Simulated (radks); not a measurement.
# Spin polarisation of the 5p shell in Xe²⁺

An exercise on one series of results from a longer session: the logs are not shown, and one member is left open.

Program: radks (a radial shooting solver on a logarithmic mesh, Libxc functionals) version 1. Level of theory: scalar-relativistic Kohn-Sham, PBE, spin-polarised, spherical densities, point nucleus. These are calculated values, not measurements, unless marked.

### What is computed

| Property | Result |
| --- | --- |
| element | xenon (Z = 54) |
| charge | +2 |
| electrons | 52 |
| configuration | [Kr] 4d10 5s2 5p(up 2, down 2) |

A shell typed twice in an input gives spin up, then spin down.

Set-up of the first run:

Settings of this run:

```text
Z 54
configuration [Kr] 4d10 5s2 5p2 5p2
relativity scalar-relativistic
functional pbe,pbe
spin polarised
nucleus point
c 137.035999084
```

Among the steps run: No moment.

One table of the session follows, with a row left open; its other results are not shown here.

It belongs to the step «No moment». From the orbitals of this run (lengths in bohr):

| level | <r> | outermost maximum (interpolated) | 90 % within | nodes |
| --- | --- | --- | --- | --- |
| 3s | 0.3064 | 0.279 | 0.450 | 2 |
| 3p | ? | ? | ? | ? |
| 3d | 0.2809 | 0.226 | 0.441 | 0 |
| 4s | 0.7165 | 0.661 | 1.03 | 3 |
| 4p | 0.7645 | 0.693 | 1.12 | 2 |
| 4d | 0.8745 | 0.748 | 1.33 | 1 |
| 5s | 1.786 | 1.60 | 2.57 | 4 |
| 5p | 2.091 | 1.83 | 3.05 | 3 |

**Question.** Estimate the row for 3p.

The run gave: <r>: 0.3044; outermost maximum (interpolated): 0.273; 90 % within: 0.456; nodes: 1. In the column «<r>» it lies between 3d (0.2809) and 3s (0.3064).
